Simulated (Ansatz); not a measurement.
# TaSiSe: the cost of one run

Computed with Ansatz 0.2.0 (DFT PBE, scalar-relativistic, plane waves, PAW, unless a step's input says otherwise).

## Step 1: The system as given

Symmetry: Cm, No. 8, monoclinic system. Conventional cell: a = 5.867 Å, b = 3.362 Å, c = 18.000 Å, α = 90.00°, β = 90.00°, γ = 90.00°. Ta (site symmetry m) has 3 Si at 2.49 to 2.50 Å and 3 Se at 2.56 to 2.57 Å as nearest neighbours. Around Si (site symmetry m) lie 3 Ta at 2.49 to 2.50 Å. Se (site symmetry m) is surrounded by 3 Ta at 2.56 to 2.57 Å.

Coordinates:

```cif
data_structure
_symmetry_space_group_name_H-M 'Cm'
_symmetry_Int_Tables_number 8
_cell_length_a 5.8667
_cell_length_b 3.3618
_cell_length_c 18.0000
_cell_angle_alpha 90.000
_cell_angle_beta 90.000
_cell_angle_gamma 90.000
_cell_volume 355.01
loop_
_atom_site_label
_atom_site_type_symbol
_atom_site_symmetry_multiplicity
_atom_site_Wyckoff_symbol
_atom_site_fract_x
_atom_site_fract_y
_atom_site_fract_z
_atom_site_occupancy
Ta1 Ta 2 a 0.00000 0.00000 0.50300 1
Si1 Si 2 a 0.16600 0.50000 0.58946 1
Se1 Se 2 a 0.16600 0.50000 0.41054 1
```

The cell is invented: Janus sheet modelled on a layer of TaSe2. Its size is a rough estimate.

Only a and b are periodic; c spans vacuum, so the box's volume, pressure and space group aren't properties of the sheet.

## Step 2: A first look at the guess

File input.yaml:

```yaml
crystal:
  lattice:
    - [3.36179038, 0.0, 0.0]
    - [-1.68089519, 2.93333654, 0.0]
    - [0.0, 0.0, 18.0]
  atoms:
    - { symbol: Ta, position: [0.0, 0.0, 0.503] }
    - { symbol: Si, position: [0.66599999, 0.33199999, 0.58945523] }
    - { symbol: Se, position: [0.66599999, 0.33199999, 0.41054477] }
  periodic: [true, true, false]
basis:
  ecutwfc: 420
kpoints:
  mp_grid: { grid: [6, 6, 1] }
hamiltonian:
  xc: pbe
scf:
  occupations: { method: gaussian, width: 0.1 }
  lower_state_search: "off"
output:
  forces: true
  stress: true
  eigenvalues: true
```

The run is started by

```bash
ansatz run input.yaml --threads 1 --pin off --max-ram 2560MiB --backend cpu --events-out ev --progress --plain --runs-dir out
```

**Question.** How long does this run take on 1 thread of Arm Neoverse V2, shared host, and how much memory does it need?

About 6.8 s, with a peak of 0.45 GiB.
